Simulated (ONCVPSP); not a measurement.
**Pseudopotential generation for chlorine: ONCV, revPBE**

Task: generate the file, and judge it by its errors in other configurations, its logarithmic derivatives, its ghosts and its cutoff.

Method: ONCVPSP 4.0.1, revPBE, fully relativistic.

### Step 1. Settings

The settings as typed:

* element: chlorine (Cl, Z = 17)
* type: optimised norm-conserving Vanderbilt (ONCV)
* frozen core: [He]
* valence charge: 15
* reference configuration: 2s2 2p6 3s1.75 3p5.25
* partial waves: 2s+3s: rc 0.75 bohr, ncon 4, nbas 8, qcut 20.6 1/bohr, 2 projectors; 2p+3p: rc 0.70 bohr, ncon 3, nbas 6, qcut 15.8 1/bohr, 2 projectors; d scattering state at 0.05 Ha: rc 0.60 bohr, ncon 3, nbas 8, qcut 14.5 1/bohr, 2 projectors, debl 3.7 Ha
* local potential: polynomial inside 0.55 bohr (lpopt 5, dvloc0 0 Ha)
* core correction: Teter function, parameters optimised by the program

The nodes and maxima of the atom's own shells, from an earlier all-electron run, set the scale for the radii.

All-electron outer shells of the reference configuration (revPBE, scalar-relativistic, ld1.x):

| shell | level (eV) | outermost node (bohr) | outermost maximum (bohr) |
| --- | --- | --- | --- |
| 1s | -2752.10 | – | 0.06 |
| 2s | -253.14 | 0.12 | 0.36 |
| 2p | -191.91 | – | 0.30 |
| 3s | -20.84 | 0.55 | 1.29 |
| 3p | -8.70 | 0.53 | 1.43 |

### Step 2. Generating the potential

Cl.dat reads:

```
# ATOM AND REFERENCE CONFIGURATION
# atsym  z   nc   nv     iexc    psfile
  Cl 17.00    1    4  -102130      upf
#
#   n    l    f
    1    0    2.00
    2    0    2.00
    2    1    6.00
    3    0    1.75
    3    1    5.25
#
# PSEUDOPOTENTIAL AND OPTIMIZATION
# lmax
    2
#
#   l,   rc,      ep,       ncon, nbas, qcut
    0    0.75    0.00    4    8   20.60
    1    0.70    0.00    3    6   15.80
    2    0.60    0.05    3    8   14.50
#
# LOCAL POTENTIAL
# lloc, lpopt,  rc(5),   dvloc0
    4    5    0.55    0.00
#
# VANDERBILT-KLEINMAN-BYLANDER PROJECTORs
# l, nproj, debl
    0    2    2.70
    1    2    3.20
    2    2    3.70
#
# MODEL CORE CHARGE
# icmod, fcfact, rcfact
    4    0.40    0.00
#
# LOG DERIVATIVE ANALYSIS
# epsh1, epsh2, depsh
  -11.00    5.00    0.04
#
# OUTPUT GRID
# rlmax, drl
    6.00    0.01
#
# TEST CONFIGURATIONS
# ncnf
    4
# nvcnf
#   n    l    f
    4
    2    0    2.00
    2    1    6.00
    3    0    2.00
    3    1    5.00
#
    4
    2    0    2.00
    2    1    6.00
    3    0    2.00
    3    1    4.00
#
    4
    2    0    2.00
    2    1    6.00
    3    0    2.00
    3    1    3.00
#
    4
    2    0    2.00
    2    1    6.00
    3    0    1.00
    3    1    5.00
#
```

On the command line:

```
$ oncvpspr.x < Cl.dat > Cl.out
```

**Question.** What will these runs give? Wanted: cutoffs for 1 and 0.1 mHa per electron, occupied waves; bound ghosts; GHOST(+) flags; largest test error; largest phase difference near zero energy, channels read; rms error of d²Exc/dn², without and with the model core.

The runs gave:

| quantity | value |
| --- | --- |
| cutoffs for 1 and 0.1 mHa per electron, occupied waves | 126 Ha and 337 Ha |
| bound ghosts | none found |
| GHOST(+) flags | none at low energy |
| largest test error (AE − PS) | +8.7 meV, for 2s2 2p6 3s2 3p3 |
| largest phase difference near zero energy, channels read | 0.000 rad |
| rms error of d²Exc/dn², without and with the model core | 13.01 and 3.93 mHa |

**Reading.** The worst unpolarised test, 2s2 2p6 3s2 3p3, is off by 8.7 meV on 36.2 eV; by total energies transferability rates as good. The potential is very hard: the looser tolerance needs 126 Ha. The tighter tolerance needs 337 Ha, and converged work needs a cutoff nearer that. The program's ghost test flags no bound state. Near zero energy the phases of the channels with partial waves agree within 0.001 rad. These are tests on the free atom; a crystal test is still owed.
